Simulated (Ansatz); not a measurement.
# F₂HInO: one species, many methods

The task here is to estimate one member of a computed series from the others.

The runs use Ansatz 0.2.0, Gaussian basis; functionals in def2-TZVPP, the program's frozen cores in correlated methods.

The runs, in order: LDA (SPW92), PBE-D4, revPBE-D4, BLYP-D4, r2SCAN-D4, B97M-V, PBE0-D4, B3LYP-D4, r2SCANh-D4, r2SCAN0-D4, HSE06-D4, BHLYP-D4, CAM-B3LYP-D4, LC-ωPBE, ωB97X-V, ωB97M-V, B2PLYP, PBE-QIDH; CCSD(T)/def2-SVP; CCSD(T)/def2-TZVPP; MP2/def2-QZVPP; extrapolation to the limit; RPA on PBE.

2 further runs of the same task are left out: 2 for a known fault of the program.

## The geometry

All runs share one geometry, relaxed beforehand with PBE0-D4 in a triple-zeta def2 set. In takes the def2 core potential; no spin-orbit term is included.

SMILES `[OH][In]([F])[F]`, 5 atoms, charge 0, spin multiplicity 1.

Atoms are counted from 1 here; the program's logs count them from 0.

Bond lengths: O1–In2 1.954 Å, O1–H5 0.962 Å, In2–F3 1.922 Å, In2–F4 1.935 Å. Angles: In2–O1–H5 111.3°, O1–In2–F3 123.4°, O1–In2–F4 121.1°, F3–In2–F4 115.5°.

Set-up of the first run:

Input file in.yaml:

```yaml
crystal:
  periodic: [false, false, false]
  atoms:
    - {symbol: O, position_ang: [-0.018626, 1.509460, 0.063232]}
    - {symbol: In, position_ang: [0.213267, -0.430275, 0.116046]}
    - {symbol: F, position_ang: [1.617948, -1.301698, 1.096784]}
    - {symbol: F, position_ang: [-0.987965, -1.608062, -0.839309]}
    - {symbol: H, position_ang: [-0.774623, 1.756874, -0.478152]}
basis:
  gaussian: {orbitals: def2-TZVPP}
hamiltonian: {xc: lda}
output: {orbitals: {seedname: orbitals}}
```

The run is started by

```
$ ansatz run in.yaml --threads 4 --pin off --events-out ev --progress --plain --max-ram 10444MiB
```

Among the steps run: LDA; PBE-D4 (GGA); revPBE-D4 (GGA); BLYP-D4 (GGA); r2SCAN-D4 (meta-GGA); B97M-V (meta-GGA); PBE0-D4 (hybrid); B3LYP-D4 (hybrid); r2SCANh-D4 (hybrid); r2SCAN0-D4 (hybrid); HSE06-D4 (hybrid); BHLYP-D4 (hybrid); CAM-B3LYP-D4 (range-separated); LC-ωPBE (range-separated); ωB97X-V (range-separated); ωB97M-V (range-separated); B2PLYP (double hybrid); PBE-QIDH (double hybrid).

One of the session's tables, all rows but one given; the rest of the session is left out.

It belongs to the step «Orbital energies across the functionals». 

```
  functional  HOMO (eV)  LUMO (eV)  gap (eV)
 LDA (SPW92)      -8.22      -4.16      4.06
      PBE-D4      -7.93      -3.78      4.16
   revPBE-D4      -7.83      -3.62      4.21
     BLYP-D4      -7.87      -3.80      4.07
   r2SCAN-D4      -8.31      -3.54      4.77
      B97M-V      -8.36      -3.67      4.70
     PBE0-D4      -9.66      -2.84      6.82
    B3LYP-D4      -9.41      -3.24      6.17
  r2SCANh-D4      -8.96      -3.21      5.76
  r2SCAN0-D4          ?          ?         ?
    HSE06-D4      -9.25      -3.22      6.03
    BHLYP-D4     -11.36      -2.03      9.33
CAM-B3LYP-D4     -11.22      -1.94      9.28
     LC-ωPBE     -12.55      -0.48     12.08
     ωB97X-V     -12.20      -0.68     11.52
     ωB97M-V     -12.15      -0.85     11.29
```

Estimate the missing values for r2SCAN0-D4.

Worked estimate for «HOMO (eV)». Against the share of exact exchange, r2SCAN-D4 (0, -8.31), r2SCANh-D4 (0.1, -8.96) give a slope of -6.50 per unit share; at 0.25 the line stands at -9.94.

**Answer.** HOMO (eV): -9.95; LUMO (eV): -2.70; gap (eV): 7.24. In «HOMO (eV)» the line misses by +0.01.
